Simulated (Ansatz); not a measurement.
# In3Se: what a guessed cell relaxes into

Where does this trial cell of In3Se go when cell and atoms are let free?

Program: Ansatz 0.2.0. Level of theory: DFT PBE, scalar-relativistic, plane waves, PAW. These are calculated values, not measurements.

### Step 1. The structure to begin with

Symmetry: P-6m2, No. 187, hexagonal system. The conventional cell has a = 4.003 Å, b = 4.003 Å, c = 8.428 Å, α = 90.00°, β = 90.00°, γ = 120.00°. In (site symmetry 3m) is surrounded by 4 In at 2.73 to 2.92 Å and 1 Se at 2.75 Å. In (site symmetry -6m2) has 6 In at 2.73 Å as nearest neighbours. Se (site symmetry -6m2) is surrounded by 2 In at 2.75 Å.

Coordinates:

```cif
data_structure
_symmetry_space_group_name_H-M 'P-6m2'
_symmetry_Int_Tables_number 187
_cell_length_a 4.0030
_cell_length_b 4.0030
_cell_length_c 8.4275
_cell_angle_alpha 90.000
_cell_angle_beta 90.000
_cell_angle_gamma 120.000
_cell_volume 116.95
loop_
_atom_site_label
_atom_site_type_symbol
_atom_site_symmetry_multiplicity
_atom_site_Wyckoff_symbol
_atom_site_fract_x
_atom_site_fract_y
_atom_site_fract_z
_atom_site_occupancy
In1 In 2 g 0.00000 0.00000 0.32685 1
In2 In 1 f 0.66667 0.33333 0.50000 1
Se1 Se 1 a 0.00000 0.00000 0.00000 1
```

Recipe of the guess: random cell by space group and Wyckoff sites (P-6m2, No. 187). Lengths come from tabulated atomic sizes and are only a guess.

### Step 2. Probe: one point on a coarse mesh

input.yaml

```yaml
crystal:
  lattice:
    - [4.00295026, 0.0, 0.0]
    - [-2.00147513, 3.46665662, 0.0]
    - [0.0, 0.0, 8.427524]
  atoms:
    - { symbol: In, position: [0.0, 0.0, 0.32684877] }
    - { symbol: In, position: [0.0, 0.0, 0.67315123] }
    - { symbol: In, position: [0.66666667, 0.33333333, 0.5] }
    - { symbol: Se, position: [0.0, 0.0, 0.0] }
basis:
  ecutwfc: 420
kpoints:
  mp_grid: { grid: [6, 6, 2] }
hamiltonian:
  xc: pbe
scf:
  occupations: { method: gaussian, width: 0.1 }
  lower_state_search: "off"
output:
  forces: true
  stress: true
  eigenvalues: true
```

Started as:

```sh
> ansatz run input.yaml --threads 1 --pin off --max-ram 2560MiB --backend cpu --events-out ev --progress --plain --runs-dir out
```

The session goes on with these runs: coarse relaxation; final relaxation.

Q: Predict the outcome of this session. Wanted: conventional cell; volume; energy over the elements; gap on the mesh.

As calculated:

| quantity | value |
| --- | --- |
| symmetry at the end (tolerance 0.05 Å) | space group P-6m2 (No. 187) |
| conventional cell | a = 4.269 Å, b = 4.269 Å, c = 8.929 Å, α = 90.00°, β = 90.00°, γ = 120.00° |
| volume | 35.23 Å³/atom |
| energy over the elements | +0.15 eV/atom |
| gap on the mesh | none (metal) |

**Reading.** The space group P-6m2 (No. 187) is kept, and the volume per atom grows by 20.5 % from the first guess. With a positive formation energy it can't be a ground state. No finished test with a distortion of lower symmetry is shown, so the end may be a saddle point. The final runs have no spin polarisation, so no magnetic state was tried and one may lie lower.
